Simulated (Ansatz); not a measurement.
The system is WS.

```
W S
1.0
     3.00789    0.00000    0.00000
     0.00000    3.00789    0.00000
     0.00000    0.00000    3.00789
W S
1 1
Direct
  0.50000 0.50000 0.50000
  0.00000 0.00000 0.00000
```

The cell was built by a generator and needn't be a form met in nature.

Base run:

| Property | Result |
| --- | --- |
| Program | Ansatz 0.2.0 |
| Functional | LDA |
| Potentials or basis | Ansatz PAW |
| Cutoff | 420 eV (not typed: the program's choice for these potentials) |
| k mesh | 9 × 9 × 9 |
| Occupations | fermi-dirac, width 0.05 eV |
| Spin | no spin polarisation |
| Hubbard terms | W d U = 6 eV |

Its results: band gap on the k mesh none (metal or under the smearing width); pressure -7.0 GPa.

Q: The run is repeated on the same cell with these changes: hubbard terms from W d U = 6 eV to W d U = 1 eV. What comes out?

A: Band gap on the k mesh none (metal or under the smearing width); pressure -11.4 GPa.

Caveats: spin-orbit coupling is left out, which moves the levels of the heavy elements; U without spin polarisation on a metal has little footing; the PAW data sets come from PBE, with cores solved anew for the run's functional, which leaves a small shift of forces and pressure.
